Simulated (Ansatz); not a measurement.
# GaBr+ (doublet): the correlation ladder, cc-pVDZ

One table from this session's results is given with a row withheld; the runs are named, their logs left out.

Computed with Ansatz 0.2.0, Gaussian basis. Level: cc-pVDZ, core rule «outside noble gas», up to 28 orbitals frozen.

To be run: UHF; CCSD(T) on ROHF; CCSD(T) on UHF; BCCD(T) on ROHF; CISD as a restricted active space (open shells left free, so some higher excitations enter); CCSDT(Q) on ROHF; CCSDT(Q) on UHF.

16 further runs of the same task are left out: 7 for a known fault of the program, 4 that didn't finish, 5 set aside as unsound or not needed. Runs told in other sessions of the task aren't counted.

## The system

The geometry is a PBE0/def2-TZVP stationary point (not a proven minimum) of the parent state, kept for this charge and spin. No spin-orbit coupling is included. The filled d shell of Ga, Br may be among the frozen orbitals whatever the setting's name suggests.

2 atoms, charge 1, spin multiplicity 2.

Atoms are counted from 1 here; the program's logs count them from 0.

Bond lengths: Ga1–Br2 2.533 Å.

Set-up of the first run:

File in.yaml:

```yaml
crystal:
  periodic: [false, false, false]
  atoms:
    - {symbol: Ga, position_ang: [0.000000, 0.000000, 0.000000]}
    - {symbol: Br, position_ang: [0.000000, 0.000000, 2.532600]}
basis:
  gaussian: {orbitals: cc-pVDZ}
total_charge: 1
magnetization: {spin_polarized: true, initial_magnetization: 1}
hamiltonian: {xc: hf}
output: {orbitals: {seedname: orbitals}}
```

The run is started by

```bash
ansatz run in.yaml --threads 1 --pin off --events-out ev --progress --plain --max-ram 2393MiB
```

Among the steps run: UHF; CCSD(T) on ROHF; CCSD(T) on UHF; BCCD(T) on ROHF; CISD as a restricted active space (open shells left free, so some higher excitations enter); CCSDT(Q) on ROHF; CCSDT(Q) on UHF.

One table of the session follows, with a row left open; its other results are not shown here.

| method | from UCCSDT(Q) (meV) |
| --- | --- |
| ROHF | +4607.5 |
| UHF | +4309.9 |
| RMP2 | +714.6 |
| UMP2 | +774.9 |
| RCCSD | ? |
| UCCSD | +132.6 |
| RCCSD(T) | +36.6 |
| UCCSD(T) | +32.2 |
| BCCD(T) | +38.0 |
| RCCSDT | +16.7 |
| UCCSDT | +10.8 |
| RCCSDT(Q) | +6.2 |
| UCCSDT(Q) | 0 |

**Question.** Estimate the row for RCCSD.

The run gave: from UCCSDT(Q) (meV): +148.2. In the column «from UCCSDT(Q) (meV)» it lies between UCCSD (+132.6) and RMP2 (+714.6).

Not comparable, so not listed: CISD as a restricted active space (open shells left free, so some higher excitations enter) (they don't share determinant, frozen orbitals or solution with the rows shown, or repeat one).

Limits of these values: Restricted and unrestricted rows rest on different reference determinants; a gap between their highest levels can come from leftover correlation error, from unlike frozen cores or from another state.
